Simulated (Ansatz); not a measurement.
Runs of Ansatz 0.2.0 on Ba2Tl5V3O12. It takes space group C2 (No. 5, monoclinic). The conventional cell has a = 12.980 Å, b = 13.354 Å, c = 6.079 Å, α = 90.00°, β = 109.30°, γ = 90.00°. Ba (site symmetry 2) is surrounded by 6 O at 2.58 to 2.76 Å. Ba (site symmetry 2) is surrounded by 8 O at 2.76 to 3.03 Å. V (site symmetry 1) has 4 O at 1.72 to 1.75 Å as nearest neighbours. Around V (site symmetry 2) lie 4 O at 1.71 to 1.76 Å. Tl (site symmetry 1) has 3 O at 2.57 to 2.74 Å as nearest neighbours. Tl (site symmetry 2) has 4 O at 2.66 to 2.69 Å as nearest neighbours. Tl (site symmetry 1) has 3 O at 2.55 to 2.75 Å as nearest neighbours. O (site symmetry 1) is surrounded by 1 V at 1.75 Å. The cell was built by a generator and needn't be a form met in nature.

| U | gap on the mesh (eV) | pressure (GPa) | moment (μB) | largest force (eV/Å) |
| --- | --- | --- | --- | --- |
| V d U = 8 eV | (b) | 0.7 | 0.00 | 0.37 |
| V d U = 2 eV | 2.91 | 0.1 | 0.00 | 0.07 |
| V d U = 4 eV | 2.92 | (a) | 0.00 | 0.15 |
| V d U = 6 eV | 2.94 | 0.5 | 0.00 | 0.25 |

Alike in all rows: task projected density of states; level PBE+U; potentials or basis Ansatz PAW; spin collinear, ferromagnetic start; cell as given; k mesh 3 × 3 × 5; cutoff (eV) 420; smearing fermi-dirac 0.05 eV.

Problem. Estimate the missing entries.

Solution. (a) 0.3; (b) 2.95.

Caveats: the magnetic or orbital state may not be the lowest; odd divisions of the mesh miss points on the zone boundary, where band edges often lie, so the gap on the mesh can be too wide; spin-orbit coupling is left out, which as a rule narrows the gap of such compounds by several tenths of an eV; the starting moments weren't kept.

A k mesh can miss the band edges, and the runs leave out spin-orbit coupling on Ba, Tl.
